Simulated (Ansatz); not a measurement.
Working through a ladder of methods at one geometry of C2H4O2Te, SMILES O=COC[TeH]

Computed with the Python package of Ansatz (0.2.0).

Run as a notebook:

```python
from pathlib import Path

import ansatz
from ase import Atoms
import numpy as np
```

```python
atoms = Atoms(['O', 'C', 'O', 'C', 'Te', 'H', 'H', 'H', 'H'], positions=[
    [-1.6631, 0.0272, 1.5809],
    [-0.5076, 0.4282, 1.6007],
    [0.2623, 0.3787, 0.4436],
    [-0.1215, -0.0683, -0.801],
    [1.3808, 0.0059, -2.2639],
    [-0.0787, 0.8024, 2.5286],
    [-1.0071, 0.5687, -1.1313],
    [-0.5049, -1.1131, -0.7171],
    [2.3282, -1.076, -1.2575],
])
geometry = ansatz.Crystal.molecule_from_ase(atoms)
```

```python
base = geometry.calculation().basis(gaussian='def2-SVP')
```

```python
print('functional    E (Ha)        dipole (D)   HOMO (eV)  LUMO (eV)')
for name in ['b3lyp', 'pbe', 'blyp', 'lc_wpbe', 'lda']:
    rep = base.functional(name).forces().orbitals().run(threads=1, runs_dir='runs').report
    lines = Path(rep['orbitals_path']).read_text().splitlines()
    field_of = lambda key: [line.split('=')[1].strip() for line in lines if line.startswith(key)]
    orbitals = [(27.211386 * float(e), s, float(n)) for e, s, n in zip(field_of('Ene='), field_of('Spin='), field_of('Occup='))]
    homo = max(e for e, _, n in orbitals if n > 0.5)
    lumo = min(e for e, _, n in orbitals if n < 0.5)
    dipole = 4.803205 * np.linalg.norm(rep['charge_distribution']['dipole_moment_e_ang'])
    print(f'{name:10s} {rep["free_energy_ev"] / 27.211386246:14.6f} {dipole:9.3f} {homo:11.3f} {lumo:10.3f}')
```

    functional    E (Ha)        dipole (D)   HOMO (eV)  LUMO (eV)
    b3lyp         -496.957674     1.266      -6.155     -1.301
    pbe           -496.611210     1.181      -5.310     -1.912
    blyp          -496.760518     1.210      -5.114     -1.799
    lc_wpbe       -496.762051     1.261      -8.979      1.148
    lda           -494.689880     1.174      -5.434     -2.059

What to keep in mind:
- Total energies depend on the basis set; only differences at equal settings carry meaning.
- The geometry is a force-field or estimated start, not a minimum of this method, and the basis set is short of its limit. A lower total doesn't mark the better method: functionals have no common bound, and MP2 and coupled cluster aren't variational.
- def2 sets replace the cores of elements past krypton by effective core potentials.
- b3lyp holds the VWN-RPA fit, as in Gaussian; the form of ORCA and Turbomole is b3lyp5.
- Levels such as HOMO and LUMO are orbital energies: with these approximate functionals they aren't the ionisation energy and electron affinity, and their gap isn't the fundamental gap.
- Timing: 25 s on 1 thread of Intel(R) Xeon(R) Platinum 8259CL CPU @ 2.50GHz (Skylake/Cascade Lake) (shared host), peak memory 0.29 GiB.

(Lines on the test bed's own set-up are left out of the output.)
